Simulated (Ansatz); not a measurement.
**BeBr+ (triplet): from Hartree-Fock to the top rungs at distance Br1–Be2 = 7.744 Å, cc-pVDZ**

The task here is to estimate one member of a computed series from the others.

Program: Ansatz 0.2.0, Gaussian basis. Level of theory: cc-pVDZ, core rule «outside noble gas», up to 15 orbitals frozen. These are calculated values, not measurements.

Plan: UHF; CCSD(T) on ROHF; CCSD(T) on UHF; BCCD(T) on ROHF; CISD; CCSDT(Q) on ROHF; CCSDT(Q) on UHF; CASSCF and MRCISD+Q, 4 electrons in 4 orbitals; CASSCF and NEVPT2, 4 electrons in 4 orbitals.

39 further runs of the same task are left out: 22 for a known fault of the program, 13 that didn't finish, 4 set aside as unsound or not needed.

### The geometry

The geometry derives from a PBE0/def2-TZVP stationary point (not a proven minimum). One bond is set to the value named and the two fragments are kept rigid. No spin-orbit coupling is included. The filled d shell of Br may be among the frozen orbitals whatever the setting's name suggests; the logs give the count.

2 atoms, charge 1, spin multiplicity 3.

Atoms are counted from 1 here; the program's logs count them from 0.

No contacts short enough for the rule that draws bonds.

The first run:

in.yaml

```yaml
crystal:
  periodic: [false, false, false]
  atoms:
    - {symbol: Br, position_ang: [0.000000, 0.000000, 0.000000]}
    - {symbol: Be, position_ang: [0.000000, 0.000000, 7.744000]}
basis:
  gaussian: {orbitals: cc-pVDZ}
total_charge: 1
magnetization: {spin_polarized: true, initial_magnetization: 2}
hamiltonian: {xc: hf}
output: {orbitals: {seedname: orbitals}}
```

Command:

```sh
ansatz run in.yaml --threads 1 --pin off --events-out ev --progress --plain --max-ram 2393MiB
```

Among the steps run: UHF; CCSD(T) on ROHF; CCSD(T) on UHF; BCCD(T) on ROHF; CISD; CCSDT(Q) on ROHF; CCSDT(Q) on UHF; CASSCF and MRCISD+Q, 4 electrons in 4 orbitals; CASSCF and NEVPT2, 4 electrons in 4 orbitals.

One of the session's tables, all rows but one given; the rest of the session is left out.

```
       method  from UCCSDT(Q) (kJ/mol)
         ROHF                   +292.2
          UHF                   +283.1
         RMP2                    +39.0
         UMP2                    +40.3
         CISD                        ?
        RCCSD                     +3.4
        UCCSD                     +3.0
     RCCSD(T)                     +1.0
     UCCSD(T)                     +0.8
      BCCD(T)                     +1.0
       RCCSDT                     +0.6
       UCCSDT                     +0.4
    RCCSDT(Q)                     +0.2
    UCCSDT(Q)                        0
  CASSCF pair                   +267.5
  NEVPT2 pair                    +35.1
  MRCISD pair                    +10.1
MRCISD+Q pair                     -1.6
```

**Question.** Estimate the row for CISD.

**Answer.** from UCCSDT(Q) (kJ/mol): +11.7. In the column «from UCCSDT(Q) (kJ/mol)» it lies between MRCISD pair (+10.1) and NEVPT2 pair (+35.1).

To keep in mind: Restricted and unrestricted rows rest on different reference determinants; where their highest levels disagree by more than a few hundredths of an eV, they describe different states and don't form one ladder.
